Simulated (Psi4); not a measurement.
# One shape, several levels: GaH3 (SMILES [GaH3])

Wanted: a comparison of 3 runs (wB97X/6-31G*, EDF2/def2-TZVPP, revPBE/pcSseg-2) of GaH3. 

The calculation is run with Psi4 1.11.

3 further runs of the same task are left out: 2 for a known fault of the program, 1 set aside as unsound or not needed.

**1. Starting point**

GaH3: 4 atoms, total charge 0, spin state singlet. As SMILES, `[GaH3]`. Geometry: relaxed at PBE0-D4/def2-TZVP.

Bond lengths: Ga1–H2 1.568 Å, Ga1–H3 1.568 Å, Ga1–H4 1.568 Å. Angles: H2–Ga1–H3 120.0°, H2–Ga1–H4 120.0°, H3–Ga1–H4 120.0°.

**2. The energy at wB97X/6-31G(d) (spherical functions) (run 1)**

gah3.xyz reads:

```xyz
4
GaH3
Ga     0.013400    -0.014900    -0.004600
H      1.252400     0.343800     0.887700
H     -0.552100    -1.477800    -0.009700
H     -0.658400     1.088700    -0.893700
```

job.py reads:

```python
import psi4

psi4.set_memory('1600 MB')
psi4.set_num_threads(1)
psi4.core.set_output_file('psi4.out', False)

with open('gah3.xyz') as f:
    atoms = ''.join(f.readlines()[2:])
geom = psi4.geometry('0 1\n' + atoms + 'symmetry c1\nno_reorient\nno_com')

psi4.set_options({
    'puream': True,
    'e_convergence': 1e-09,
    'd_convergence': 1e-08,
    'scf_type': 'pk',
    'dft_radial_points': 99,
    'dft_spherical_points': 590,
})

energy_value, wavefunction = psi4.energy("wb97x/6-31G*", molecule=geom, return_wfn=True)
psi4.oeprop(wavefunction, "MULLIKEN_CHARGES", "WIBERG_LOWDIN_INDICES", "MAYER_INDICES", title="WB97X")
print(f'total energy {energy_value:.8f} hartree = {energy_value * 27.211386:.5f} eV')
```

The run is started by

```console
python job.py
```

psi4.out:

```text
[...]
  Running in c1 symmetry.
[...]
  Nuclear repulsion =   31.962558411197463
[...]
  Multiplicity = 1
[...]
  Nalpha       = 17
  Nbeta        = 17
[...]
    Number of basis functions: 38
[...]
   @RKS iter   1: -1924.60766972738134   -2.03413e+00   7.53454e-02 ADIIS/DIIS
[...]
   @RKS iter  10: -1926.38408864029452    0.00000e+00   3.02000e-09 DIIS
[...]
  @RKS Final Energy: -1926.38408864029452
   => Energetics <=
    Nuclear Repulsion Energy =             31.9625584111974632
    One-Electron Energy =               -2747.7709131831516061
    Two-Electron Energy =                 849.1673389785665904
    DFT Exchange-Correlation Energy =     -59.7430728469069194
    Empirical Dispersion Energy =           0.0000000000000000
    VV10 Nonlocal Energy =                  0.0000000000000000
    Total Energy =                      -1926.3840886402947490
[...]
 Multipole Moments:
 ------------------------------------------------------------------------------------
     Multipole            Electronic (a.u.)      Nuclear  (a.u.)        Total (a.u.)
 ------------------------------------------------------------------------------------
 L = 1.  Multiply by 2.5417464519 to convert [e a0] to [Debye]
 Dipole X            :         -0.8648907            0.8641718           -0.0007189
 Dipole Y            :          0.9587214           -0.9584691            0.0002523
 Dipole Z            :          0.2999025           -0.2991436            0.0007588
 Magnitude           :                                                    0.0010753
[...]
```

On the terminal:

```text
total energy -1926.38408864 hartree = -52419.58102 eV
```

Run time: 7.2 s. Hardware: 1 thread of Intel Xeon Platinum 8275CL at 3.00GHz (Skylake/Cascade Lake), shared host; peak memory 0.45 GiB.

**3. A single-point energy at EDF2/def2-TZVPP (DKH2, density fitting) (run 2)**

input.json reads:

```json
{
 "schema_name": "qcschema_input",
 "schema_version": 1,
 "molecule": {
  "schema_name": "qcschema_molecule",
  "schema_version": 2,
  "symbols": ["Ga", "H", "H", "H"],
  "geometry": [0.02532233, -0.02815692, -0.00869274, 2.366693, 0.64968784, 1.67750988, -1.04331779, -2.79263727, -0.01833034, -1.24419568, 2.05734483, -1.68884824],
  "molecular_charge": 0,
  "molecular_multiplicity": 1,
  "fix_com": true,
  "fix_orientation": true
 },
 "driver": "energy",
 "model": {
  "method": "edf2",
  "basis": "def2-TZVPP"
 },
 "keywords": {
  "reference": "rks",
  "relativistic": "dkh",
  "dkh_order": 2
 }
}
```

The run is started by

```console
psi4 --qcschema input.json -n 1 --memory 1600MB
```

stdout:

```text
[...]
  Running in c1 symmetry.
[...]
  Nuclear repulsion =   31.962558418829840
[...]
  Multiplicity = 1
[...]
  Nalpha       = 17
  Nbeta        = 17
[...]
    Number of basis functions: 90
[...]
   @DF-RKS iter   1: -1938.98095889085744   -9.85900e-01   3.90851e-02 ADIIS/DIIS
[...]
   @DF-RKS iter   8: -1941.35456838589175   -1.23225e-08   9.48823e-07 DIIS
[...]
  @DF-RKS Final Energy: -1941.35456838589175
   => Energetics <=
    Nuclear Repulsion Energy =             31.9625584188298397
    One-Electron Energy =               -2765.9615310284543739
    Two-Electron Energy =                 856.7355973432310066
    DFT Exchange-Correlation Energy =     -64.0911931194979445
    Empirical Dispersion Energy =           0.0000000000000000
    VV10 Nonlocal Energy =                  0.0000000000000000
    Total Energy =                      -1941.3545683858917528
[...]
 Multipole Moments:
 ------------------------------------------------------------------------------------
     Multipole            Electronic (a.u.)      Nuclear  (a.u.)        Total (a.u.)
 ------------------------------------------------------------------------------------
 L = 1.  Multiply by 2.5417464519 to convert [e a0] to [Debye]
 Dipole X            :         -0.8649137            0.8641718           -0.0007420
 Dipole Y            :          0.9587025           -0.9584691            0.0002334
 Dipole Z            :          0.2999195           -0.2991436            0.0007759
 Magnitude           :                                                    0.0010986
[...]
```

The result, in JSON:

```text
{
 "driver": "energy",
 "model": {
  "method": "edf2",
  "basis": "def2-TZVPP"
 },
 "success": true,
 "return_result": -1941.3545683858918,
 "properties": {
  "calcinfo_nbasis": 90,
  "calcinfo_nmo": 90,
  "calcinfo_nalpha": 17,
  "calcinfo_nbeta": 17,
  "calcinfo_natom": 4,
  "nuclear_repulsion_energy": 31.96255841882984,
  "return_energy": -1941.3545683858918,
  "scf_one_electron_energy": -2765.9615310284544,
  "scf_two_electron_energy": 856.735597343231,
  "scf_xc_energy": -64.09119311949794,
  "scf_dipole_moment": [-0.0007419559372900952, 0.00023342491247446695, 0.0007758553913393418],
  "scf_total_energy": -1941.3545683858918,
  "scf_iterations": 8
 }
}
```

It took 5.1 s on 1 thread of Intel Xeon Platinum 8275CL at 3.00GHz (Skylake/Cascade Lake), shared host; peak memory 0.45 GiB.

**4. The response to a field at revPBE/pcSseg-2 (density fitting) (run 3)**

gah3.xyz is that of step 2.

job.py reads:

```python
import psi4

psi4.set_memory(1600000000)
psi4.set_num_threads(1)
psi4.set_output_file('gah3.out', False)

with open('gah3.xyz') as f:
    atoms = ''.join(f.readlines()[2:])
geom = psi4.geometry('0 1\n' + atoms + 'symmetry c1')

energy_value = psi4.properties('revpbe/pcSseg-2', properties=['dipole_polarizabilities'])
print(f'revpbe/pcSseg-2 energy: {energy_value:.10f} Eh')
```

The run is started by

```console
python job.py
```

gah3.out:

```text
[...]
  Running in c1 symmetry.
[...]
  Nuclear repulsion =   31.962558411197463
[...]
  Multiplicity = 1
[...]
  Nalpha       = 17
  Nbeta        = 17
[...]
    Number of basis functions: 105
[...]
   @DF-RKS iter   1: -1923.79796795621746   -3.64386e-01   4.09520e-02 ADIIS/DIIS
[...]
   @DF-RKS iter   9: -1926.52812414184632   -5.16684e-09   1.14031e-07 DIIS
[...]
  @DF-RKS Final Energy: -1926.52812414184632
   => Energetics <=
    Nuclear Repulsion Energy =             31.9625584111974632
    One-Electron Energy =               -2749.5752703624134483
    Two-Electron Energy =                 867.0804610709083136
    DFT Exchange-Correlation Energy =     -75.9958732615385344
    Empirical Dispersion Energy =           0.0000000000000000
    VV10 Nonlocal Energy =                  0.0000000000000000
    Total Energy =                      -1926.5281241418463196
[...]
 Multipole Moments:
 ------------------------------------------------------------------------------------
     Multipole            Electronic (a.u.)      Nuclear  (a.u.)        Total (a.u.)
 ------------------------------------------------------------------------------------
 L = 1.  Multiply by 2.5417464519 to convert [e a0] to [Debye]
 Dipole X            :         -0.0024336            0.0016826           -0.0007510
 Dipole Y            :          0.0008598           -0.0005938            0.0002659
 Dipole Z            :          0.0026731           -0.0018805            0.0007926
 Magnitude           :                                                    0.0011238
[...]
```

Standard output:

```text
revpbe/pcSseg-2 energy: -1926.5281241418 Eh
```

Run time: 12 s. Hardware: 1 thread of Intel Xeon Platinum 8275CL at 3.00GHz (Skylake/Cascade Lake), shared host; peak memory 0.48 GiB.

**5. All runs side by side**

```
run                                    level  integrals  integral approximation   energy (Eh)  dipole moment (D)  HOMO energy (eV)  LUMO energy (eV)  wall time
  1       wB97X/6-31G* (spherical functions)         pk                    none  -1926.384089               0.00            -11.03              0.07      7.2 s
  2  EDF2/def2-TZVPP (DKH2, density fitting)         df       program's default  -1941.354568               0.00             -8.21             -2.17      5.1 s
  3        revPBE/pcSseg-2 (density fitting)         df       program's default  -1926.528124               0.00             -7.33             -2.57       12 s
```

**6. Summary of results**

| quantity | value |
| --- | --- |
| run 3: total energy | -1926.52812 Eh |
| run 3: dipole moment | 0.00 D |
| run 3: HOMO energy | -7.33 eV |
| run 3: LUMO energy | -2.57 eV |
| run 3: HOMO–LUMO gap | 4.76 eV |
| run 3: mean static polarisability | 32.8 bohr³ |

The HOMO–LUMO gap runs from 4.76 eV (revPBE/pcSseg-2) to 11.09 eV (wB97X/6-31G*). The two ends differ in method and basis. Totals of different functionals can't be ranked against each other. Some runs of one species differ in core potentials or relativity; totals across that change don't compare. All runs together took 25 s, the longest 12 s.
